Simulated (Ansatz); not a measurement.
# SiGe2 (triplet): from Hartree-Fock to the top rungs, cc-pVDZ

The task here is to estimate one member of a computed series from the others.

The runs use Ansatz 0.2.0, Gaussian basis; cc-pVDZ, core rule «outside noble gas», up to 33 orbitals frozen.

The runs, in order: UHF; CCSD(T) on ROHF; BCCD(T) on ROHF; CISD; CCSDT(Q) on ROHF; CCSDT(Q) on UHF; CASSCF and MRCISD+Q, 10 electrons in 10 orbitals; CASSCF and NEVPT2, 10 electrons in 10 orbitals.

34 further runs of the same task are left out: 21 that didn't finish, 13 set aside as unsound or not needed.

## The system

The geometry is a PBE0/def2-TZVP stationary point (not a proven minimum). No spin-orbit coupling is included. The filled d shell of Ge may be among the frozen orbitals whatever the setting's name suggests; the logs give the count.

3 atoms, charge 0, spin multiplicity 3.

Atoms are counted from 1 here; the program's logs count them from 0.

Bond lengths: Ge1–Ge2 2.453 Å, Ge1–Si3 2.352 Å, Ge2–Si3 2.352 Å. Angles: Ge2–Ge1–Si3 58.6°, Ge1–Ge2–Si3 58.6°, Ge1–Si3–Ge2 62.9°.

The first run:

in.yaml reads:

```yaml
crystal:
  periodic: [false, false, false]
  atoms:
    - {symbol: Ge, position_ang: [0.000000, 0.325086, 1.226603]}
    - {symbol: Ge, position_ang: [0.000000, 0.325086, -1.226603]}
    - {symbol: Si, position_ang: [0.000000, -1.681598, 0.000000]}
basis:
  gaussian: {orbitals: cc-pVDZ}
magnetization: {spin_polarized: true, initial_magnetization: 2}
hamiltonian: {xc: hf}
output: {orbitals: {seedname: orbitals}}
```

Launch:

```console
$ ansatz run in.yaml --threads 1 --pin off --events-out ev --progress --plain --max-ram 2393MiB
```

Among the steps run: UHF; CCSD(T) on ROHF; BCCD(T) on ROHF; CISD; CCSDT(Q) on ROHF; CCSDT(Q) on UHF; CASSCF and MRCISD+Q, 10 electrons in 10 orbitals; CASSCF and NEVPT2, 10 electrons in 10 orbitals.

One of the session's tables, all rows but one given; the rest of the session is left out.

It belongs to the step «Misses and costs». 

| method | from RCCSDT(Q) (kJ/mol) |
| --- | --- |
| ROHF | +740.2 |
| RMP2 | +120.9 |
| CISD | +134.6 |
| RCCSD | +55.2 |
| RCCSD(T) | +8.7 |
| BCCD(T) | ? |
| RCCSDT | +5.2 |
| RCCSDT(Q) | 0 |
| CASSCF frontier | +520.5 |
| NEVPT2 frontier | +99.3 |
| MRCISD frontier | +64.2 |
| MRCISD+Q frontier | +6.9 |

Estimate the missing values for BCCD(T).

**Answer.** from RCCSDT(Q) (kJ/mol): +8.1. In the column «from RCCSDT(Q) (kJ/mol)» it lies between MRCISD+Q frontier (+6.9) and RCCSD(T) (+8.7).

Not comparable, so not listed: CCSDT(Q) on UHF (they don't share determinant, frozen orbitals or solution with the rows shown, or repeat one).
